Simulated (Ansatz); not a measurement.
Runs of Ansatz 0.2.0 on GaF. It takes space group Pm-3m (No. 221, cubic). Conventional cell: a = 3.166 Å, b = 3.166 Å, c = 3.166 Å, α = 90.00°, β = 90.00°, γ = 90.00°. Ga (site symmetry m-3m) is surrounded by 8 F at 2.74 Å. F (site symmetry m-3m) is surrounded by 8 Ga at 2.74 Å. The cell was built by a generator and needn't be a form met in nature.

```tsv
task	level	cell	k mesh	cutoff (eV)	smearing	points for each segment of the path	atoms under strain	gap on the mesh (eV)	pressure (GPa)
band structure	r2SCAN	as given	8 × 8 × 8	500	fermi-dirac 0.05 eV	14	-	0.52	(b)
band structure	PBE	as given	8 × 8 × 8	420	fermi-dirac 0.05 eV	14	-	0.34	0.0
phonons	LDA	as given	6 × 6 × 6	420	fixed	-	-	0.36	-
single point	PBE	as given	8 × 8 × 8	420	gaussian 0.011 eV	-	-	0.34	0.1
relaxation of cell and atoms	PBE	relaxed	8 × 8 × 8	420	fermi-dirac 0.05 eV	-	-	0.34	0.0
elastic constants	LDA	as given	6 × 6 × 6	420	fixed	-	clamped	0.36	-6.2
phonons	PBE	as given	6 × 6 × 6	420	fixed	-	-	0.34	-
band structure	BLYP	as given	8 × 8 × 8	420	fermi-dirac 0.05 eV	14	-	0.77	(a)
Born charges and dielectric tensor	LDA	as given	8 × 8 × 8	420	fixed	-	-	0.36	-
```

Alike in all rows: potentials or basis Ansatz PAW; no spin polarisation.

Question: Fill in the values left out.

Answer: (a) 3.3; (b) -1.9.

Caveats: the PAW data sets come from PBE, with cores solved anew for the run's functional, which leaves a small shift of forces and pressure (some runs); the gap is small at this level, which inflates the dielectric constant (some runs); some modes are imaginary (some runs); the plane-wave basis is chosen anew once the cell has moved, so the energies of steps on either side of that aren't comparable (some runs); the cell is more than 3 GPa from zero pressure, which shifts response properties (some runs); the elastic tensor has a negative eigenvalue, so either the cell is unstable as it stands or the mesh is too thin (some runs).

A k mesh can miss the band edges, and the runs leave out spin-orbit coupling on Ga.
